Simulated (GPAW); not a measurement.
Crystal: NiMoIrPdW.

```
Ni Mo Pd Ir W
1.0
     2.76078    0.00000    0.00000
    -1.38039    2.39090    0.00000
     0.00000    0.00000   11.34051
Ni Mo Pd Ir W
1 1 1 1 1
Direct
  0.00000 0.00000 0.70917
  0.66667 0.33333 0.29425
  0.66667 0.33333 0.89901
  0.00000 0.00000 0.10604
  0.66667 0.33333 0.52921
```

The cell was built by a generator and needn't be a form met in nature.

| Property | Result |
| --- | --- |
| Program | GPAW 26.7.0 |
| Task | single point |
| Functional | PBE |
| Potentials or basis | GPAW PAW data sets (gpaw-data 1.2.1) |
| Cutoff | 600 eV |
| Basis | pw |
| k mesh | 11 × 11 × 3 |
| Occupations | fermi-dirac, width 0.05 eV |
| Spin | collinear spin, ferromagnetic start |
| Starting moments | [1.0, 1.0, 0.0, 0.6, 0.0] μB |

On this cell: pressure -0.3 GPa; largest force 0.250 eV/Å; net moment 0.00 μB per cell; band gap on the k mesh none (metal or under the smearing width).

The same run follows on a disturbed copy (atoms moved at random, drawn with an rms of 0.05 Å):

```xyz
5
Lattice="2.7608 0.0000 0.0000 -1.3804 2.3909 0.0000 0.0000 0.0000 11.3405" Properties=species:S:1:pos:R:3 pbc="T T T"
Ni   -0.0218   -0.0171    8.0376
Mo    1.4287    0.8047    3.3133
Pd    1.3867    0.8106   10.2172
Ir   -0.0004    0.0319    1.1833
W     1.3857    0.7780    5.9998
```

Q: What does the disturbed cell give?

A: The energy (extrapolated to zero smearing) moves by +2.2 meV/atom; pressure -0.1 GPa; largest force 0.485 eV/Å; net moment 0.00 μB per cell; band gap on the k mesh none (metal or under the smearing width).

Forces on the atoms (eV/Å):
```
Ni   0.062  0.025  0.134
Mo  -0.046  0.200  0.439
Pd  -0.028  0.004 -0.260
Ir   0.204 -0.123 -0.062
W   -0.193 -0.105 -0.252
```

Stress tensor (GPa, compression positive):
```
-0.09 -0.63 -1.54
-0.63 -0.42 -0.32
-1.54 -0.32  0.15
```

Caveats: the stock nickel data set gives pressures a few GPa off other programs.
